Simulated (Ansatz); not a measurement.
Nudged elastic band run: Zn9O8

Input:

```yaml
crystal:
  lattice:
    - [-3.219, -5.575472, 0.0]
    - [4.8285, -2.787736, 0.0]
    - [0.0, 0.0, 5.1489]
  atoms:
    - { symbol: Zn, position: [0.48952976, 0.31949934, 0.02226997] }
    - { symbol: Zn, position: [0.48379113, 0.67346943, 0.47678312] }
    - { symbol: O, position: [0.50868428, 0.32908656, 0.39130267] }
    - { symbol: O, position: [0.50616623, 0.65869867, 0.87851867] }
    - { symbol: Zn, position: [0.25734692, 0.83023204, -0.0160818] }
    - { symbol: Zn, position: [0.25720662, 0.17317501, 0.50531475] }
    - { symbol: O, position: [0.25735182, 0.85270387, 0.35976935] }
    - { symbol: O, position: [0.25725594, 0.15873005, 0.87595931] }
    - { symbol: Zn, position: [0.02501919, 0.31945302, 0.02239088] }
    - { symbol: Zn, position: [0.03087506, 0.6735383, 0.4767531] }
    - { symbol: O, position: [0.00570448, 0.32912285, 0.39140564] }
    - { symbol: O, position: [0.00851232, 0.65868658, 0.87854577] }
    - { symbol: Zn, position: [0.75734239, 0.84510073, 0.00900172] }
    - { symbol: Zn, position: [0.75715434, 0.13299937, 0.48053066] }
    - { symbol: O, position: [0.75732003, 0.8115139, 0.37803531] }
    - { symbol: O, position: [0.75727024, 0.16854593, 0.88815415] }
    - { symbol: Zn, position: [0.75738375, 0.49312495, 0.71589413] }
basis:
  ecutwfc: 420.0
kpoints:
  mp_grid: { grid: [2, 2, 2] }
hamiltonian:
  xc: lda
  pseudopotentials: { kind: paw, azcp: { folder: soft_1 } }
scf:
  occupations: { method: gaussian, width: 0.05 }
  lower_state_search: "off"
neb:
  images: 7
  f_tol: 0.05
  initial_path: idpp
  max_iterations: 61
  final_atoms:
    - { symbol: Zn, position: [0.48447164, 0.34801368, 0.00300899] }
    - { symbol: Zn, position: [0.48361256, 0.65621658, 0.51285499] }
    - { symbol: O, position: [0.49130898, 0.33722648, 0.37574882] }
    - { symbol: O, position: [0.50698186, 0.6785391, 0.8977379] }
    - { symbol: Zn, position: [0.25775182, 0.85754595, -0.00998372] }
    - { symbol: Zn, position: [0.25467265, 0.14744393, 0.47772807] }
    - { symbol: O, position: [0.25910121, 0.81909639, 0.37199193] }
    - { symbol: O, position: [0.25670182, 0.17259262, 0.84880354] }
    - { symbol: Zn, position: [-0.00844601, 0.30456996, -0.06922421] }
    - { symbol: Zn, position: [0.03671847, 0.59422547, 0.35901624] }
    - { symbol: O, position: [0.01213766, 0.25300861, 0.29889502] }
    - { symbol: O, position: [-0.01636047, 0.71949924, 1.00852564] }
    - { symbol: Zn, position: [0.71731595, 0.88448358, 0.08854987] }
    - { symbol: Zn, position: [0.7562076, 0.21164877, 0.5100853] }
    - { symbol: O, position: [0.72069162, 0.86924162, 0.45081524] }
    - { symbol: O, position: [0.71810115, 0.16490897, 0.88995119] }
    - { symbol: Zn, position: [0.82824008, 0.63267315, 0.70647005] }
  order_check: true
```

Command:

```bash
$ ansatz run input.yaml --threads 2 --pin off --max-ram 5120MiB --backend cpu --events-out ev --progress --plain --runs-dir out
```

Output, in part (warnings, iteration lines):

```
NEB end point (image 0): max|allowed force component| = 5.037e-3 eV/Å (the criterion of neb.relax_end_points is 1.000e-2)
NEB end point (image 8): max|allowed force component| = 2.812e-2 eV/Å (the criterion of neb.relax_end_points is 1.000e-2)
NEB iter   1: max|band force component| = 1.575e0 eV/Å  barrier→ = 0.2188 eV  barrier← = 0.8840 eV  Δτ_max = 0.0490 Å  (104 SCF iters)
NEB iter   2: max|band force component| = 1.063e0 eV/Å  barrier→ = 0.1471 eV  barrier← = 0.8123 eV  Δτ_max = 0.1974 Å  (64 SCF iters)
NEB iter   3: max|band force component| = 7.316e-1 eV/Å  barrier→ = 0.0539 eV  barrier← = 0.7191 eV  Δτ_max = 0.0660 Å  (70 SCF iters)
NEB iter   4: max|band force component| = 2.920e-1 eV/Å  barrier→ = 0.0411 eV  barrier← = 0.7063 eV  CI = image 2  Δτ_max = 0.1216 Å  (59 SCF iters)
NEB iter   5: max|band force component| = 3.298e-1 eV/Å  barrier→ = 0.0333 eV  barrier← = 0.6985 eV  CI = image 2  Δτ_max = 0.0596 Å  (62 SCF iters)
NEB iter   6: max|band force component| = 1.892e-1 eV/Å  barrier→ = 0.0286 eV  barrier← = 0.6938 eV  CI = image 2  Δτ_max = 0.0613 Å  (61 SCF iters)
NEB iter   7: max|band force component| = 2.378e-1 eV/Å  barrier→ = 0.0252 eV  barrier← = 0.6904 eV  CI = image 2  Δτ_max = 0.0301 Å  (64 SCF iters)
NEB iter   8: max|band force component| = 1.131e-1 eV/Å  barrier→ = 0.0310 eV  barrier← = 0.6962 eV  CI = image 2  Δτ_max = 0.0234 Å  (58 SCF iters)
NEB iter   9: max|band force component| = 7.379e-2 eV/Å  barrier→ = 0.0300 eV  barrier← = 0.6952 eV  CI = image 2  Δτ_max = 0.0232 Å  (55 SCF iters)
NEB iter  10: max|band force component| = 6.554e-2 eV/Å  barrier→ = 0.0275 eV  barrier← = 0.6927 eV  CI = image 2  Δτ_max = 0.0126 Å  (52 SCF iters)
NEB iter  11: max|band force component| = 3.311e-2 eV/Å  barrier→ = 0.0267 eV  barrier← = 0.6919 eV  CI = image 2  Δτ_max = 0.0000 Å  (368 SCF iters)
```

The run converged. By the program's own check the climbing image is a first-order saddle point (lowest curvatures found: -1.87 and 0.70 eV/Å²). Limits of this set-up: coarse k mesh, PAW files made for another functional, a small cell, in which the defect meets its images.

Final band (atoms are numbered from 1 in the order of the input):

| image | path coordinate (Å) | energy (eV) | Zn1–Zn17 (Å) | Zn10–O15 (Å) | O16–Zn17 (Å) |
| --- | --- | --- | --- | --- | --- |
| 0 | 0.00 | 0.000 | 2.53 | 1.99 | 2.02 |
| 1 | 0.14 | 0.008 | 2.50 | 1.99 | 2.01 |
| 2 | 0.29 | 0.027 | 2.46 | 2.00 | 2.04 |
| 3 | 0.66 | -0.001 | 2.52 | 2.01 | 2.10 |
| 4 | 1.02 | -0.275 | 2.61 | 2.04 | 2.16 |
| 5 | 1.39 | -0.487 | 2.73 | 2.11 | 2.26 |
| 6 | 1.75 | -0.546 | 2.82 | 2.20 | 2.46 |
| 7 | 2.12 | -0.630 | 2.94 | 2.37 | 2.68 |
| 8 | 2.48 | -0.665 | 3.12 | 2.59 | 2.86 |

Time of the run: 11 min on 2 threads of Arm Neoverse V1 (shared host), peak memory 1 GiB.
